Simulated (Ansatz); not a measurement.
# AsH₃+ (doublet): how energies converge with the basis set

How large a basis does AsH₃+ (doublet) need? Two functionals are run in growing sets.

Program: Ansatz 0.2.0, Gaussian basis. Level of theory: one geometry, several basis sets. These are calculated values, not measurements.

The runs, in order: PBE0-D4/def2-SVP; ωB97M-V/def2-SVP; PBE0-D4/def2-QZVPP; ωB97M-V/def2-QZVPP; the functionals' def2-TZVPP values are taken from earlier runs.

## Step 1: The geometry

The geometry comes from an earlier relaxation with PBE0-D4 in a triple-zeta def2 set; it is a stationary point.

SMILES `[AsH3+]`, 4 atoms, charge 1, spin multiplicity 2.

Atoms are counted from 1 here; the program's logs count them from 0.

Bond lengths: As1–H2 1.497 Å, As1–H3 1.497 Å, As1–H4 1.497 Å. Angles: H2–As1–H3 112.5°, H2–As1–H4 112.5°, H3–As1–H4 112.5°.

## Step 2: PBE0-D4 in def2-SVP

Contents of in.yaml:

```yaml
crystal:
  periodic: [false, false, false]
  atoms:
    - {symbol: As, position_ang: [-0.106419, 0.245594, -0.162480]}
    - {symbol: H, position_ang: [0.348277, 0.784045, 1.158155]}
    - {symbol: H, position_ang: [-1.259976, -0.699196, -0.030488]}
    - {symbol: H, position_ang: [1.018119, -0.330444, -0.965187]}
basis:
  gaussian: {orbitals: def2-SVP}
total_charge: 1
magnetization: {spin_polarized: true, initial_magnetization: 1}
hamiltonian: {xc: pbe0, dispersion: d4}
output: {orbitals: {seedname: orbitals}}
```

Launch:

```bash
> ansatz run in.yaml --threads 2 --pin off --events-out ev --progress --plain --max-ram 32768MiB --backend cpu
```

The runs that follow: ωB97M-V in def2-SVP; PBE0-D4 in def2-QZVPP; ωB97M-V in def2-QZVPP.

Q: Predict the results of all the runs planned. Wanted: PBE0-D4: double and triple zeta above quadruple; ωB97M-V: double and triple zeta above quadruple.

The runs gave:

| quantity | value |
| --- | --- |
| PBE0-D4: double and triple zeta above quadruple | 8.88, 1.32 eV |
| ωB97M-V: double and triple zeta above quadruple | 8.85, 1.29 eV |

For PBE0-D4 the step from double to triple zeta gains 7.57 eV and the next only 1.32 eV. Total energies overstate the basis error of differences, where much of it tends to cancel.
